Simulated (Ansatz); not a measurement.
**SiGeN (doublet): from Hartree-Fock to the top rungs, cc-pVDZ**

The task here is to estimate one member of a computed series from the others.

Method: cc-pVDZ, core rule «outside noble gas», up to 20 orbitals frozen; program: Ansatz 0.2.0, Gaussian basis.

The runs, in order: UHF; CCSD(T) on ROHF; CCSD(T) on UHF; BCCD(T) on ROHF; CISD; CCSDT(Q) on ROHF; CCSDT(Q) on UHF; CASSCF and MRCISD+Q, 11 electrons in 11 orbitals; CASSCF and NEVPT2, 11 electrons in 11 orbitals.

26 further runs of the same task are left out: 12 that didn't finish, 14 set aside as unsound or not needed.

## What is computed

The geometry is a PBE0/def2-TZVP stationary point (not a proven minimum). No spin-orbit coupling is included. The filled d shell of Ge may be among the frozen orbitals whatever the setting's name suggests; the logs give the count.

3 atoms, charge 0, spin multiplicity 2.

Atoms are counted from 1 here; the program's logs count them from 0.

Bond lengths: Ge1–Si2 2.353 Å, Si2–N3 1.602 Å. Angles: Ge1–Si2–N3 180.0°.

Set-up of the first run:

Contents of in.yaml:

```yaml
crystal:
  periodic: [false, false, false]
  atoms:
    - {symbol: Ge, position_ang: [0.000000, 0.000000, 2.102400]}
    - {symbol: Si, position_ang: [0.000000, 0.000000, -0.250300]}
    - {symbol: N, position_ang: [0.000000, 0.000000, -1.852100]}
basis:
  gaussian: {orbitals: cc-pVDZ}
magnetization: {spin_polarized: true, initial_magnetization: 1}
hamiltonian: {xc: hf}
output: {orbitals: {seedname: orbitals}}
```

Launch:

```bash
> ansatz run in.yaml --threads 1 --pin off --events-out ev --progress --plain --max-ram 2393MiB
```

Among the steps run: UHF; CCSD(T) on ROHF; CCSD(T) on UHF; BCCD(T) on ROHF; CISD; CCSDT(Q) on ROHF; CCSDT(Q) on UHF; CASSCF and MRCISD+Q, 11 electrons in 11 orbitals; CASSCF and NEVPT2, 11 electrons in 11 orbitals.

One table of the session follows, with a row left open; its other results are not shown here.

It belongs to the step «Misses and costs». 

| method | from RCCSDT(Q) (kJ/mol) |
| --- | --- |
| ROHF | +1022.3 |
| UHF | +888.1 |
| RMP2 | +113.7 |
| UMP2 | +256.0 |
| CISD | +211.0 |
| RCCSD | ? |
| UCCSD | +79.7 |
| RCCSD(T) | +12.8 |
| UCCSD(T) | +28.2 |
| BCCD(T) | +12.8 |
| RCCSDT | +11.8 |
| UCCSDT | +12.2 |
| RCCSDT(Q) | 0 |
| UCCSDT(Q) | -1.6 |
| CASSCF valence | +554.5 |
| NEVPT2 valence | +112.1 |
| MRCISD valence | +55.2 |
| MRCISD+Q valence | +8.8 |

Estimate the missing values for RCCSD.

The run gave: from RCCSDT(Q) (kJ/mol): +82.0. In the column «from RCCSDT(Q) (kJ/mol)» it lies between UCCSD (+79.7) and NEVPT2 valence (+112.1).

With the free atoms at the same levels and basis (separate runs), the atomisation energy is 5.338 eV at RCCSDT(Q), 5.230 eV at RCCSD(T), 5.058 eV at UCCSD(T), 0.719 eV at ROHF.

To keep in mind: The determinant is far from a pure spin state, so its energy mixes those of several spin states (harmless only where they are near-degenerate, as at dissociation). Warnings: spin contamination; large T1 diagnostic. Restricted and unrestricted rows rest on different reference determinants; where their highest levels disagree by more than a few hundredths of an eV, they describe different states and don't form one ladder.
